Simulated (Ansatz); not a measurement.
# CI+: geometry and frequencies at several levels

The task here is to estimate one member of a computed series from the others.

Computed with Ansatz 0.2.0 (the levels named in each step, unless a step's input says otherwise).

## The structure to begin with

Bond lengths: C1–I2 1.876 Å.

Structure file:

```xyz
2

C     0.0000    0.0000    0.0000
I     0.0000    0.0000    1.8761
```

Set-up of the first run:

File input.yaml:

```yaml
crystal:
  periodic: [false, false, false]
  atoms:
    - { symbol: C, position_ang: [0.0, 0.0, 0.0] }
    - { symbol: I, position_ang: [0.0, 0.0, 1.87612] }
total_charge: 1
basis:
  gaussian: { orbitals: def2-SVP }
hamiltonian:
  xc: pbe
  dispersion: d4
relax:
  f_tol: 0.03
  max_steps: 200
```

On the command line:

```
> ansatz run input.yaml --threads 2 --pin off --max-ram 5120MiB --backend cpu --events-out ev --progress --plain --runs-dir out
```

Steps of the session up to this table: A rough first relaxation, PBE-D4/def2-SVP; Relaxation, PBE0-D4/def2-TZVPP; Frequencies, PBE0-D4/def2-TZVPP; Relaxation, PBE-D4/def2-TZVPP; Frequencies, PBE-D4/def2-TZVPP; Relaxation, r2SCAN-D4/def2-TZVPP; Frequencies, r2SCAN-D4/def2-TZVPP; Relaxation, B3LYP-D4/def2-TZVPP; Frequencies, B3LYP-D4/def2-TZVPP; Relaxation, B2PLYP/def2-TZVPP; Frequencies, B2PLYP/def2-TZVPP.

One of the session's tables, all rows but one given; the rest of the session is left out.

| level | C1–I2 (Å) | rotational constants (MHz) | highest frequency (cm⁻¹) |
| --- | --- | --- | --- |
| PBE0-D4/def2-TZVPP | 1.9004 | 12764 | 857 |
| PBE-D4/def2-TZVPP | 1.9256 | 12432 | 805 |
| r2SCAN-D4/def2-TZVPP | 1.9128 | 12598 | 830 |
| B3LYP-D4/def2-TZVPP | 1.9123 | 12606 | 829 |
| B2PLYP/def2-TZVPP | ? | ? | ? |

Q: Estimate the row for B2PLYP/def2-TZVPP from the others.

As computed: C1–I2 (Å): 1.9127; rotational constants (MHz): 12600; highest frequency (cm⁻¹): 826. In the column «C1–I2 (Å)» it lies between B3LYP-D4/def2-TZVPP (1.9123) and r2SCAN-D4/def2-TZVPP (1.9128).
